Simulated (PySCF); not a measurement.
**CH3BF3Ge+ (SMILES [CH3][Ge+]([F])[B](F)F): levels of theory compared**

We compute a comparison of 6 runs (HF/STO-3G, HF/3-21G, B3LYP/6-31G*, B2PLYP/def2-SVP, wB97M-V/def2-SVP, SCS-MP2/def2-SVP) of CH3BF3Ge+. Input form: a Python script.

The results are computed with PySCF 2.14.0.

1 further run of the same task is left out (set aside as unsound or not needed).

## Step 1: The system as given

CH3BF3Ge+: 9 atoms, total charge +1, spin state singlet. SMILES: `[CH3][Ge+]([F])[B](F)F`. The shape comes from GFN2-xTB, which is rough for such elements, and wasn't checked as a minimum.

Bond lengths: C1–Ge2 2.003 Å, Ge2–F3 1.729 Å, Ge2–B4 2.228 Å, B4–F5 1.274 Å, B4–F6 1.276 Å, C1–H7 1.092 Å, C1–H8 1.097 Å, C1–H9 1.097 Å. Some angles: C1–Ge2–F3 103.8°, C1–Ge2–B4 154.9°, F3–Ge2–B4 101.3°, Ge2–B4–F5 115.3°, Ge2–B4–F6 119.5°, F5–B4–F6 125.2°, Ge2–C1–H7 111.8°, Ge2–C1–H8 107.1°, Ge2–C1–H9 107.2°, H7–C1–H8 110.9°.

## Step 2: The energy at HF/STO-3G (run 1)

job.py

```python
from pyscf import gto

mol = gto.M(
    atom='''
C     -1.827570    -0.232630    -0.019740
Ge     0.127990     0.202360    -0.000590
F      0.165210     1.931220    -0.020140
B      2.303130    -0.280720     0.029180
F      3.084040     0.724700     0.087070
F      2.676590    -1.500590    -0.012720
H     -2.003290    -1.308940    -0.075000
H     -2.263930     0.280640    -0.885140
H     -2.262170     0.183950     0.897070
''',
    spin=0,
    basis='sto-3g',
    max_memory=1860,
    verbose=3,
    charge=1,
)

mf = mol.RHF()
mf.conv_tol = 1e-10
mf.kernel()
if not mf.converged:
    mf = mf.newton().run(mf.mo_coeff, mf.mo_occ)

energy = mf.e_tot
print('E = %.10f Eh' % energy)
```

On the command line:

```sh
OMP_NUM_THREADS=1 python job.py
```

Output:

```text
converged SCF energy = -2409.32903881832
E = -2409.3290388183 Eh
```

It took 1.8 s on 1 thread of Arm Neoverse N1, shared host; peak memory 0.12 GiB.

## Step 3: A single-point energy at HF/3-21G (run 2)

calc.py

```python
from pyscf import gto

mol = gto.Mole()
mol.atom = '''
C     -3.453607    -0.439607    -0.037303
Ge     0.241866     0.382405    -0.001115
F      0.312202     3.649477    -0.038059
B      4.352285    -0.530484     0.055142
F      5.827991     1.369485     0.164538
F      5.058022    -2.835704    -0.024037
H     -3.785669    -2.473538    -0.141729
H     -4.278208     0.530333    -1.672672
H     -4.274882     0.347615     1.695217
'''
mol.max_memory = 1860
mol.unit = 'bohr'
mol.spin = 0
mol.verbose = 3
mol.charge = 1
mol.basis = '3-21g'
mol.build()

hf = mol.RHF()
hf.conv_tol = 1e-10
hf.kernel()
if not hf.converged:
    hf = hf.newton().run(hf.mo_coeff, hf.mo_occ)

e_final = hf.e_tot
print('E(%s) = %.9f' % ('HF', e_final))
```

On the command line:

```sh
OMP_NUM_THREADS=1 python calc.py
```

Output:

```text
converged SCF energy = -2425.88266394792
E(HF) = -2425.882663948
```

Wall time 1.9 s (1 thread of Arm Neoverse N1, shared host); peak memory 0.14 GiB.

Runs 3 to 5 aren't shown in full; the table further down has their settings and results.

## Step 4: A single-point energy at SCS-MP2/def2-SVP (run 6)

input.xyz

```xyz
9
CH3BF3Ge
C     -1.827570    -0.232630    -0.019740
Ge     0.127990     0.202360    -0.000590
F      0.165210     1.931220    -0.020140
B      2.303130    -0.280720     0.029180
F      3.084040     0.724700     0.087070
F      2.676590    -1.500590    -0.012720
H     -2.003290    -1.308940    -0.075000
H     -2.263930     0.280640    -0.885140
H     -2.262170     0.183950     0.897070
```

calc.py

```python
from pyscf import gto, mp

mol = gto.Mole()
mol.atom = 'input.xyz'
mol.basis = 'def2-svp'
mol.verbose = 3
mol.max_memory = 1860
mol.charge = 1
mol.build()

mf = mol.RHF()
mf.conv_tol = 1e-10
mf.kernel()
if not mf.converged:
    mf = mf.newton().run(mf.mo_coeff, mf.mo_occ)

pt = mp.MP2(mf, frozen=14).run()
energy = mf.e_tot + 1.2 * pt.e_corr_os + pt.e_corr_ss / 3
print('Final energy', energy)
```

On the command line:

```sh
OMP_NUM_THREADS=1 python calc.py
```

Output:

```text
converged SCF energy = -2437.28887967633
E(RMP2) = -2438.26745922724  E_corr = -0.978579550906307
E(SCS-RMP2) = -2438.22791261913  E_corr = -0.939032942794379
Final energy -2438.2279126191274
```

It took 6.9 s on 1 thread of Arm Neoverse N1, shared host; peak memory 0.41 GiB.

## Step 5: The series

| run | level | integration grid | frozen core orbitals | energy (Eh) | HOMO energy (eV) | LUMO energy (eV) | HOMO–LUMO gap (eV) | wall time |
| --- | --- | --- | --- | --- | --- | --- | --- | --- |
| 1 | HF/STO-3G | – | – | -2409.329039 | -15.24 | -2.82 | 12.43 | 1.8 s |
| 2 | HF/3-21G | – | – | -2425.882664 | -17.77 | -5.91 | 11.86 | 1.9 s |
| 3 | B3LYP/6-31G* (spherical functions) | 5 | – | -2440.887914 | -14.35 | -9.17 | 5.19 | 63 s |
| 4 | B2PLYP/def2-SVP | 5 | 14 | -2439.924822 | -15.94 | -7.94 | 8.00 | 69 s |
| 5 | wB97M-V/def2-SVP | 5 | – | -2440.369208 | -16.83 | -7.00 | 9.83 | 5 min |
| 6 | SCS-MP2/def2-SVP | – | 14 | -2438.227913 | -17.93 | -5.94 | 11.99 | 6.9 s |

## Step 6: What came out

```
                                           quantity           value
                                run 6: total energy  -2438.22791 Eh
         run 6: HOMO energy (Hartree–Fock orbitals)       -17.93 eV
         run 6: LUMO energy (Hartree–Fock orbitals)        -5.94 eV
       run 6: HOMO–LUMO gap (Hartree–Fock orbitals)        11.99 eV
run 6: correlation energy (14 core orbitals frozen)      -939.0 mEh
```

Over runs 1, 2, 3, 4, 5 the HOMO–LUMO gap runs from 5.19 eV (B3LYP/6-31G*) to 12.43 eV (HF/STO-3G). The two ends differ in method and basis. Totals of different functionals can't be ranked against each other. In run 1 the basis is minimal, so the values are rough. All runs together took 7.4 min, the longest 5 min.
